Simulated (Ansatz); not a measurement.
## the Hf-Zn system: a small convex hull, step by step

Program: the Python package of Ansatz (0.2.0).

Notebook, run cell by cell (the value of a cell's last expression is shown):

```python
from collections import Counter
import csv
import warnings

import ansatz as az
from ase import Atoms
import matplotlib.pyplot as plt
import numpy as np
from scipy.spatial import ConvexHull
```

```python
def solve(name, crystal):
    calc = (
        crystal.calculation()
        .basis(600)
        .functional("r2scan")
        .kpoints(spacing=0.33)
        .occupations("fermi_dirac", width=0.05)
    )
    calc = calc.relax(force_tolerance=0.03, max_steps=60, fix_cell=["shape"])
    return calc.run(threads=1)
```

```python
def counts(outcome):
    return Counter(site.symbol for site in outcome.lattice.sites)
```

```python
def formation_energy(outcome, mu):
    n = counts(outcome)
    return (outcome.report["energy_sigma0_ev"] - sum(k * mu[element] for element, k in n.items())) / sum(n.values())
```

```python
warnings.simplefilter("ignore")
```

```python
phases = {}
atoms = Atoms(
    ["Hf", "Hf", "Zn", "Zn", "Zn", "Zn"],
    scaled_positions=[
        (0.0, 0.0, 0.0),
        (0.25, 0.25, 0.25),
        (0.625, 0.625, 0.625),
        (0.125, 0.625, 0.625),
        (0.625, 0.625, 0.125),
        (0.625, 0.125, 0.625),
    ],
    cell=[
        (0.0, 3.66, 3.66),
        (3.66, 0.0, 3.66),
        (3.66, 3.66, 0.0),
    ],
    pbc=True,
)
hfzn2_fd_3m = az.Crystal.from_ase(atoms)
phases["HfZn2 Fd-3m"] = hfzn2_fd_3m
hfzn_pm_3m = (
    az.Lattice.cubic(3.2751)
    .space_group(221)
    .atom("Hf", (0.5, 0.5, 0.5))
    .atom("Zn", (0.0, 0.0, 0.0))
)
phases["HfZn Pm-3m"] = hfzn_pm_3m
hf = (
    az.Lattice.from_parameters(3.1967, 3.1967, 5.0578, alpha=90.0, beta=90.0, gamma=120.0)
    .atom("Hf", (1 / 3, 2 / 3, 0.25))
    .atom("Hf", (2 / 3, 1 / 3, 0.75))
)
phases["Hf"] = hf
zn = (
    az.Lattice.from_parameters(2.67, 2.67, 4.966, alpha=90, beta=90, gamma=120)
    .space_group(194)
    .atom("Zn", (1 / 3, 2 / 3, 0.25))
)
phases["Zn"] = zn

done = {}
for name, crystal in phases.items():
    done[name] = solve(name, crystal)
    print(f"{name}: {done[name].report['energy_sigma0_ev']:.4f} eV, {len(done[name].lattice.sites)} atoms")
```

    HfZn2 Fd-3m: -44770.3219 eV, 6 atoms
    HfZn Pm-3m: -19059.1990 eV, 2 atoms
    Hf: -31466.1282 eV, 2 atoms
    Zn: -6651.2964 eV, 2 atoms

```python
references = {"Hf": "Hf", "Zn": "Zn"}
mu = {element: done[name].report["energy_sigma0_ev"] / len(done[name].lattice.sites) for element, name in references.items()}
points = sorted((counts(o)["Zn"] / len(o.lattice.sites), formation_energy(o, mu), name) for name, o in done.items())
```

```python
xy = np.array([(x, e) for x, e, _ in points] + [(0.5, 10.0)])
hull = sorted(tuple(xy[i]) for i in ConvexHull(xy).vertices if xy[i, 1] < 5)
rows = [(name, x, e, e - np.interp(x, *zip(*hull))) for x, e, name in points]
with open("hull.csv", "w", newline="") as handle:
    writer = csv.writer(handle)
    writer.writerow(["phase", "x(Zn)", "E_form (eV/atom)", "above hull (eV/atom)"])
    writer.writerows([round(v, 4) if isinstance(v, float) else v for v in row] for row in rows)
print(open("hull.csv").read())
print("on the hull of these phases:", ", ".join(row[0] for row in rows if row[3] < 1e-6))
stable = [row for row in rows if row[3] < 1e-6]
plt.figure(figsize=(4.5, 3.2))
plt.plot([row[1] for row in stable], [row[2] for row in stable], "k-o")
plt.plot([row[1] for row in rows], [row[2] for row in rows], "r.")
plt.xlabel("fraction of Zn")
plt.ylabel("formation energy (eV/atom)")
plt.tight_layout()
plt.savefig("hull.png", dpi=100)
```

    phase,x(Zn),E_form (eV/atom),above hull (eV/atom)
    Hf,0.0,0.0,0.0
    HfZn Pm-3m,0.5,-0.2434,0.0
    HfZn2 Fd-3m,0.6667,-0.2668,0.0
    Zn,1.0,0.0,0.0
    
    on the hull of these phases: Hf, HfZn Pm-3m, HfZn2 Fd-3m, Zn

Notes:
- Absolute energies stand on the zero of these potentials, so only differences at equal settings mean something.
- For the metals among these phases the mesh is modest: differences between phases can be off by up to 40 meV an atom.
- Atoms and volume are relaxed with the cell's shape held, which in cells of lower than cubic symmetry can hide stresses and shift volumes.
- Spin-orbit coupling, which matters for elements this heavy, is left out.
- The cells come from databases of deposited and of computed structures, and not all need be stable phases.
- Differences under about 40 meV an atom lie within the error of mesh and functional, so such verdicts may flip; only the cells listed enter the hull.
- Timing: 98 s on 1 thread of Arm Neoverse V1, with other jobs on the host, peak memory 0.98 GiB.
